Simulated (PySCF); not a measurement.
# CeNO2 (Ce(NO2)2+): the cost of one run

Method: r2SCAN, Ce lcecp-1-SVP with ECP47, O def2-SVP, N def2-SVP; scalar-relativistic core potentials, no spin–orbit coupling; program: PySCF 2.14.0.

5 further runs of the same task are left out: 2 for a known fault of the program, 2 that didn't finish, 1 set aside as unsound or not needed.

### 1 The system as given

4 atoms, charge 2, spin multiplicity 1.

Bond lengths: Ce1–O2 2.548 Å, Ce1–O3 2.548 Å, Ce1–N4 3.006 Å, O2–N4 1.265 Å, O3–N4 1.265 Å. Angles: O2–Ce1–O3 49.2°, O2–Ce1–N4 24.6°, O3–Ce1–N4 24.6°, Ce1–O2–N4 98.5°, Ce1–O3–N4 98.5°, Ce1–N4–O2 56.9°, Ce1–N4–O3 56.9°, O2–N4–O3 113.9°.

Geometry (Å):

```xyz
4
charge 2, multiplicity 1
Ce    0.0000    0.0000    0.0000
O     1.0600    0.0000    2.3165
O    -1.0600    0.0000    2.3165
N     0.0000    0.0000    3.0065
```

Formal oxidation states: Ce +3. Each metal's 1 4f electrons lie in its core potential, so multiplicities, spins and levels count the valence alone.

### 2 SCF at the start, singlet

run.py (the lines that set the calculation)

```python
mol = gto.M(atom='''
Ce     0.00000     0.00000     0.00000
O      1.06000     0.00000     2.31650
O     -1.06000     0.00000     2.31650
N      0.00000     0.00000     3.00650''',
    basis={'Ce': 'lcecp-1-SVP', 'O': 'def2-SVP', 'N': 'def2-SVP'},
    ecp={'Ce': 'lcecp-1-SVP'},
    charge=2, spin=0)
mf = dft.RKS(mol, xc='R2SCAN')
mf.grids.atom_grid = (50, 194)  # f atoms: unpruned, at least (60, 302)
mf = mf.density_fit()  # fitting sets: Ce AutoAux, O def2-universal-JKFIT, N def2-universal-JKFIT
mf.conv_tol = 1e-08; mf.max_cycle = 55
mf.kernel(dm0)  # dm0: free metal ions and neutral atoms
```

Started as:

```sh
OMP_NUM_THREADS=2 python run.py
```

What time and memory should one allow on 2 threads of Arm Neoverse V2, shared host?

About 3.5 s, with a peak of 0.38 GiB.
